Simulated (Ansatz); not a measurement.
# CHf: the cost of one run

The runs use Ansatz 0.2.0, Gaussian basis; def2-QZVPP, core rule «outside noble gas», up to 5 orbitals frozen.

The runs, in order: UHF; ROHF; CCSD(T) on UHF.

### Step 1. What is computed

The geometry is a PBE0/def2-TZVP stationary point (not a proven minimum) of the parent state, kept for this charge and spin. No spin-orbit coupling is included. Elements past krypton take def2 core potentials.

2 atoms, charge 0, spin multiplicity 7.

Atoms are counted from 1 here; the program's logs count them from 0.

Bond lengths: Hf1–C2 2.091 Å.

### Step 2. UHF

Input file in.yaml:

```yaml
crystal:
  periodic: [false, false, false]
  atoms:
    - {symbol: Hf, position_ang: [0.000000, 0.000000, 0.000000]}
    - {symbol: C, position_ang: [0.000000, 0.000000, 2.090600]}
basis:
  gaussian: {orbitals: "def2-QZVPP.json"}
magnetization: {spin_polarized: true, initial_magnetization: 6}
hamiltonian: {xc: hf}
output: {orbitals: {seedname: orbitals}}
```

The run is started by

```sh
$ ansatz run in.yaml --threads 1 --pin off --events-out ev --progress --plain --max-ram 3968MiB --backend cpu
```

What time and memory should one allow on 1 thread of AMD EPYC 7R13, shared host?

About 10 s, with a peak of 0.28 GiB.
